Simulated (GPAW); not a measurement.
Crystal: HfMoC2.

```
Hf Mo C
1.0
     3.19142    0.00000    0.00000
     0.00000    3.19142    0.00000
     0.00000    0.00000    4.48516
Hf Mo C
1 1 2
Cartesian
  0.0000 0.0000 0.0000
  1.5957 1.5957 2.2426
  1.5957 1.5957 0.0000
  0.0000 0.0000 2.2426
```

The cell comes from a database or a generator and needn't be the stable form of this composition.

Base run:

* Program: GPAW 26.7.0
* Functional: LDA
* Potentials or basis: the program's PAW data sets (release 1.2.1) made for this functional
* Cutoff: 800 eV
* Basis: pw
* k mesh: 7 × 7 × 5
* Occupations: fermi-dirac, width 0.05 eV
* Spin: no spin polarisation

Its results: pressure -14.3 GPa.

After a change of settings the same cell gave: pressure -8.0 GPa. Which change was it?
A. functional from LDA to PBE; potentials or basis from the program's PAW data sets (release 1.2.1) made for this functional to GPAW PAW data sets (gpaw-data 1.2.1)
B. functional from LDA to r2SCAN; potentials or basis from the program's PAW data sets (release 1.2.1) made for this functional to GPAW PAW data sets (gpaw-data 1.2.1)
C. functional from LDA to PBEsol; potentials or basis from the program's PAW data sets (release 1.2.1) made for this functional to PAW data sets generated in the run's folder for this functional

C.

Not every run made on this cell is shown here.
